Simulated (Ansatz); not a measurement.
# CH5FSiTe: the cost of one run

All numbers are computed with the Python package of Ansatz 0.2.0. Level of theory: PBE/def2-SVP.

## (1) Starting point

Bond lengths: F1–C2 1.382 Å, C2–Si3 1.842 Å, C2–Te4 2.075 Å, C2–H5 1.110 Å, Si3–H6 1.492 Å, Si3–H7 1.516 Å, Si3–H8 1.422 Å, Te4–H9 1.745 Å. Angles: F1–C2–Si3 106.6°, F1–C2–Te4 112.7°, F1–C2–H5 109.0°, Si3–C2–Te4 109.0°, Si3–C2–H5 110.3°, Te4–C2–H5 109.3°, C2–Si3–H6 109.6°, C2–Si3–H7 110.0°, C2–Si3–H8 112.1°, H6–Si3–H7 106.7°, H6–Si3–H8 110.0°, H7–Si3–H8 108.3°, C2–Te4–H9 94.3°.

No structure file is read: the coordinates are typed or built in the script.

## (2) The code

File field_ch5fsite.py:

```python
"""Dipole of CH5FSiTe in the field of point charges."""

from dataclasses import dataclass

import ansatz as az
import numpy as np


@dataclass
class Settings:
    basis_set: str = "def2-SVP"
    functional: str = "pbe"


opts = Settings()

geometry_ang = [
    ("F", [-0.3625, -0.1912, -2.0138]),
    ("C", [-0.2275, 0.4102, -0.7772]),
    ("Si", [0.7036, -0.7726, 0.2842]),
    ("Te", [-2.0549, 0.8223, 0.1155]),
    ("H", [0.345, 1.3541, -0.8949]),
    ("H", [0.9399, -0.162, 1.6253]),
    ("H", [2.0683, -1.0452, -0.3174]),
    ("H", [0.0234, -2.0137, 0.4271]),
    ("H", [-1.3468, 1.5519, 1.5342]),
]
mol = az.Crystal.molecule()
for symbol, xyz in geometry_ang:
    mol = mol.atom(symbol, xyz)

model = (
    mol.calculation()
    .basis(gaussian=opts.basis_set)
    .functional(opts.functional)
    .forces()
)
# charges +q and -q at -R and +R make a nearly even field 2 k q / R^2 at the centre
centre = np.mean([site.position_ang for site in mol.cartesian_sites], axis=0)
field = 2 * 14.399645 * 4.0 / 25.0 ** 2


def dipole(axis, sign):
    arm = 25.0 * np.eye(3)[axis]
    pair = [{"charge": sign * 4.0, "position_ang": (centre - arm).tolist()}, {"charge": -sign * 4.0, "position_ang": (centre + arm).tolist()}]
    deck = model.input().set(az.key.basis.gaussian.point_charges, pair)
    return np.array(az.Session.from_dict(deck).plan().execute().report["charge_distribution"]["dipole_moment_e_ang"])


print(f"field {field:.4f} V/A")
alpha = np.array([(dipole(axis, 1) - dipole(axis, -1)) / (2 * field) * 14.399645 for axis in range(3)])
print("polarisability tensor (A^3)")
print(np.array2string(alpha, precision=3, suppress_small=True))
print(f"mean {np.trace(alpha) / 3:.3f} A^3 = {np.trace(alpha) / 3 / 0.14818471:.2f} bohr^3")
```

## (3) What the engine is handed

The engine receives this input (first run):

```yaml
crystal:
  periodic: [false, false, false]
  atoms:
    - { symbol: F, position_ang: [-0.3625, -0.1912, -2.0138] }
    - { symbol: C, position_ang: [-0.2275, 0.4102, -0.7772] }
    - { symbol: Si, position_ang: [0.7036, -0.7726, 0.2842] }
    - { symbol: Te, position_ang: [-2.0549, 0.8223, 0.1155] }
    - { symbol: H, position_ang: [0.345, 1.3541, -0.8949] }
    - { symbol: H, position_ang: [0.9399, -0.162, 1.6253] }
    - { symbol: H, position_ang: [2.0683, -1.0452, -0.3174] }
    - { symbol: H, position_ang: [0.0234, -2.0137, 0.4271] }
    - { symbol: H, position_ang: [-1.3468, 1.5519, 1.5342] }
basis:
  gaussian:
    orbitals: def2-SVP
    point_charges:
      - { charge: 4.0, position_ang: [-24.990166666666667, -0.005133333333333286, -0.0018888888888888783] }
      - { charge: -4.0, position_ang: [25.009833333333333, -0.005133333333333286, -0.0018888888888888783] }
hamiltonian:
  xc: pbe
output:
  forces: true
```

## (4) Running it

Started as:

```console
$ python field_ch5fsite.py
```

**Question.** How long does this script take on 1 thread of Arm Neoverse V2, shared host, and how much memory does it need?

About 16 s, with a peak of 0.2 GiB.
